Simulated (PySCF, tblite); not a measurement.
**C7H14F2Si: geometry, infrared bands and NMR shifts**

Aim: predict the infrared bands and NMR shifts of C7H14F2Si (`C[C@@H]1[C@@H](F)CC[Si@@H](C)[C@H]1F`).

Programs: tblite 0.8.0 and PySCF 2.14.0, with density-fitted response routines of our own. Each step states its level of theory. These are calculated values for one molecule in the gas phase, unless marked as measured. Atoms count from 0, in the outputs and in this text.

## (1) The molecule as given

24 atoms, charge 0, multiplicity 1; geometry from: force field or distance geometry start.

Bonds of the start (Å): C0–C1 1.51, C1–C2 1.48, C2–F3 1.41, C2–C4 1.47, C4–C5 1.47, C5–Si6 1.85, Si6–C7 1.86, Si6–C8 1.88, C8–F9 1.37, C8–C1 1.54, C0–H10 1.12, C0–H11 1.13, C0–H12 1.11, C1–H13 1.11, C2–H14 1.12, C4–H15 1.12, C4–H16 1.13, C5–H17 1.12, C5–H18 1.12, Si6–H19 1.47, C7–H20 1.10, C7–H21 1.11, C7–H22 1.12, C8–H23 1.12.

## (2) Optimising the geometry with GFN2-xTB

Job settings and geometry (Å):

```
{"job": {"kind": "relax", "xc": "GFN2-xTB", "basis": "xTB"}, "charge": 0, "multiplicity": 1}
C     -1.865300     1.586100     0.935000
C     -0.779900     0.771200     0.262500
C     -1.423600    -0.183700    -0.663100
F     -2.212100     0.598700    -1.535700
C     -0.566400    -1.026800    -1.507100
C      0.614100    -1.664900    -0.895300
Si     1.420800    -0.738200     0.481800
C      2.666800     0.529000    -0.053200
C     -0.000900     0.075300     1.395800
F      0.410800     0.950800     2.364800
H     -2.176100     2.387100     0.222700
H     -2.731000     0.880500     1.102900
H     -1.576900     1.996300     1.921100
H     -0.081000     1.473300    -0.243700
H     -2.172400    -0.773400    -0.078100
H     -1.214200    -1.863200    -1.872100
H     -0.316500    -0.442900    -2.437200
H      0.308200    -2.666700    -0.490200
H      1.366000    -1.843600    -1.699100
H      2.109000    -1.695200     1.360400
H      3.092500     0.342600    -1.046800
H      3.506600     0.524300     0.676000
H      2.245400     1.565200     0.015300
H     -0.635800    -0.761900     1.790900
```

Command:

```
> OMP_NUM_THREADS=1 python probes_run.py task.json out
```

One launch serves the whole session: the jobs run in the order shown.

**Question.** This job is followed by: GFN2-xTB harmonic vibrations, gas phase; GIAO PBE0/pcSseg-1 NMR shielding, non-relativistic, gas phase. What will the session give for the following? strongest single infrared mode (GFN2-xTB); zero-point energy (GFN2-xTB); ¹³C shifts against TMS (PBE0/pcSseg-1); ¹H shifts against TMS (PBE0/pcSseg-1, means over atoms taken as alike); ¹⁹F shifts against CFCl3 (PBE0/pcSseg-1); ²⁹Si shifts against TMS (PBE0/pcSseg-1).

The runs gave:

| quantity | value |
| --- | --- |
| strongest single infrared mode (GFN2-xTB) | 2222 cm⁻¹, 350 km/mol |
| zero-point energy (GFN2-xTB) | 122.7 kcal/mol |
| ¹³C shifts against TMS (PBE0/pcSseg-1) | 98.0, 92.4, 48.4, 33.2, 17.4, 7.6, -10.1 ppm |
| ¹H shifts against TMS (PBE0/pcSseg-1, means over atoms taken as alike) | 4.38, 4.32, 3.80, 2.38, 1.98, 1.65, 1.39, 0.88, 0.59, 0.29 ppm |
| ¹⁹F shifts against CFCl3 (PBE0/pcSseg-1) | -207.1, -259.7 ppm |
| ²⁹Si shifts against TMS (PBE0/pcSseg-1) | -27.3 ppm |

In words: Over 149 steps the energy fell by 0.941 eV; of the close pairs, C5–Si6 changed most, 1.846 to 1.905 Å. No mode is imaginary among the 66: a minimum at this level. The strongest single mode, at 2222 cm⁻¹, moves mainly H19. GFN2-xTB is a fitted tight-binding method: band positions and strengths are rough. Its intensities can rank the bands wrongly. C2 (sp3 CH bonded to F) lies farthest downfield among carbon, at 98.0 ppm; pulled downfield by the heteroatom. At PBE0/pcSseg-1: Shielding is most anisotropic at C8 (span 94 ppm, paramagnetic term -156 ppm).
